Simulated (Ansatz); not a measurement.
# CH₄FNOSi: one species, many methods

One table from this session's results is given with a row withheld; the runs are named, their logs left out.

Method: functionals in def2-TZVPP, the program's frozen cores in correlated methods; program: Ansatz 0.2.0, Gaussian basis.

The runs, in order: LDA (SPW92), PBE-D4, revPBE-D4, BLYP-D4, r2SCAN-D4, B97M-V, PBE0-D4, B3LYP-D4, r2SCANh-D4, r2SCAN0-D4, HSE06-D4, BHLYP-D4, CAM-B3LYP-D4, LC-ωPBE, ωB97X-V, ωB97M-V, B2PLYP, PBE-QIDH; CCSD(T)/def2-SVP; CCSD(T)/def2-TZVPP; MP2/def2-QZVPP; extrapolation to the limit; RPA on PBE.

### Structure used throughout

The geometry comes from an earlier relaxation with PBE0-D4 in a triple-zeta def2 set; it is a stationary point, not always the lowest conformer.

SMILES `F[SiH]1NCO1`, 9 atoms, charge 0, spin multiplicity 1.

Atoms are counted from 1 here; the program's logs count them from 0.

Bond lengths: F1–Si2 1.589 Å, Si2–N3 1.704 Å, Si2–O5 1.655 Å, Si2–H6 1.472 Å, N3–C4 1.464 Å, N3–H7 1.004 Å, C4–O5 1.439 Å, C4–H8 1.096 Å, C4–H9 1.094 Å. Angles: F1–Si2–N3 117.6°, F1–Si2–O5 115.1°, F1–Si2–H6 104.3°, N3–Si2–O5 82.2°, N3–Si2–H6 120.6°, O5–Si2–H6 116.7°, Si2–N3–C4 87.9°, Si2–N3–H7 134.9°, C4–N3–H7 120.6°, N3–C4–O5 99.0°, N3–C4–H8 114.1°, N3–C4–H9 113.2°, O5–C4–H8 110.6°, O5–C4–H9 109.3°, H8–C4–H9 110.2°, Si2–O5–C4 90.6°.

Set-up of the first run:

File in.yaml:

```yaml
crystal:
  periodic: [false, false, false]
  atoms:
    - {symbol: F, position_ang: [-1.383864, -0.054423, -1.912910]}
    - {symbol: Si, position_ang: [-1.044010, 0.170647, -0.376642]}
    - {symbol: N, position_ang: [0.483774, 0.819613, 0.008207]}
    - {symbol: C, position_ang: [0.841681, -0.490940, 0.555094]}
    - {symbol: O, position_ang: [-0.428561, -1.150858, 0.406375]}
    - {symbol: H, position_ang: [-2.270590, 0.759704, 0.184073]}
    - {symbol: H, position_ang: [1.163079, 1.371678, -0.483532]}
    - {symbol: H, position_ang: [1.618183, -1.015129, -0.013290]}
    - {symbol: H, position_ang: [1.108709, -0.456491, 1.615524]}
basis:
  gaussian: {orbitals: def2-TZVPP}
hamiltonian: {xc: lda}
output: {orbitals: {seedname: orbitals}}
```

Launch:

```console
$ ansatz run in.yaml --threads 2 --pin off --events-out ev --progress --plain --max-ram 4352MiB
```

Among the steps run: LDA; PBE-D4 (GGA); revPBE-D4 (GGA); BLYP-D4 (GGA); r2SCAN-D4 (meta-GGA); B97M-V (meta-GGA); PBE0-D4 (hybrid); B3LYP-D4 (hybrid); r2SCANh-D4 (hybrid); r2SCAN0-D4 (hybrid); HSE06-D4 (hybrid); BHLYP-D4 (hybrid); CAM-B3LYP-D4 (range-separated); LC-ωPBE (range-separated); ωB97X-V (range-separated); ωB97M-V (range-separated); B2PLYP (double hybrid); PBE-QIDH (double hybrid).

One table of the session follows, with a row left open; its other results are not shown here.

It belongs to the step «Frontier levels by functional». 

```
  functional  HOMO (eV)  LUMO (eV)  gap (eV)
 LDA (SPW92)      -6.33      -0.78      5.55
      PBE-D4      -6.18      -0.52      5.66
   revPBE-D4      -6.12      -0.40      5.71
     BLYP-D4      -6.07      -0.42      5.65
   r2SCAN-D4      -6.46      -0.07      6.39
      B97M-V      -6.58      -0.27      6.31
     PBE0-D4      -7.63       0.39      8.03
    B3LYP-D4      -7.40       0.13      7.52
  r2SCANh-D4      -7.01       0.24      7.24
  r2SCAN0-D4      -7.83       0.68      8.51
    HSE06-D4          ?          ?         ?
    BHLYP-D4      -9.02       1.21     10.23
CAM-B3LYP-D4      -9.09       1.33     10.42
     LC-ωPBE     -10.48       2.61     13.09
     ωB97X-V     -10.10       2.43     12.54
     ωB97M-V     -10.01       2.04     12.05
```

**Question.** Estimate the row for HSE06-D4.

As computed: HOMO (eV): -7.22; LUMO (eV): 0.02; gap (eV): 7.24. In the column «HOMO (eV)» it lies between B3LYP-D4 (-7.40) and r2SCANh-D4 (-7.01).
